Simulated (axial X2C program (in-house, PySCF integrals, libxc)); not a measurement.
# A two-component session on BiB⁻: EOM-EA-CCSD levels

Aim: EOM-EA-CCSD levels of BiB⁻, with spin–orbit coupling in the Hamiltonian from the start.

Method: two-component X2C with atomic mean-field terms, Bi dyall-acv3z, B dyall-av3z; program: an in-house X2C program for linear molecules on PySCF integrals.

All values are calculated.

## (1) Set-up

task.json reads:

```json
{"zs": [83, 5], "q": -1, "bas": ["dyall-acv3z", "dyall-av3z"], "r0": 2.36, "eom": "ea", "thr": -2.0, "nmax": 92, "grid": [1, 0.96, 1.045, 0.92, 1.09, 1.15], "rq": 0}
```

Keys: zs atomic numbers; q charge; bas basis sets; r0 starting distance in Å; eom kind of EOM run; thr threshold in hartree for freezing inner shells (an s shell follows its p shell); nmax most natural virtual spinors; grid distances as factors.

Launch:

```
python soeom.py task.json out
```

The runs that follow: EOM-EA-CCSD at 2.164 Å.

Before running it: what results should come out? Wanted: next root led by one particle; T1 of the reference; lowest state, Re and ωe.

**Answer**, as computed:

| quantity | value |
| --- | --- |
| lowest root at 2.164 Å | Ω = 1/2, 1.906 eV |
| next root led by one particle | Ω = 1/2, about 17990 cm⁻¹ higher |
| T1 of the reference | 0.026 |
| lowest state, Re and ωe | 2.131 Å, 571 cm⁻¹ |

In words: The added electron is bound by 1.91 eV in a spinor of 31% B pσ, 22% Bi pπ, 16% Bi pσ. The closed-shell reference lies 0.55 eV above the lowest determinant found, so these energies count from an excited configuration. Errors of 0.1 to 0.3 eV are usual at this size, and roots led by higher excitations are left out, so the list is incomplete, and low states of that kind can be missing. T1 or the largest double amplitude of the reference is raised, which lowers the reliability. The bond is 0.010 Å longer than in the closed-shell reference at CCSD (2.121 Å).
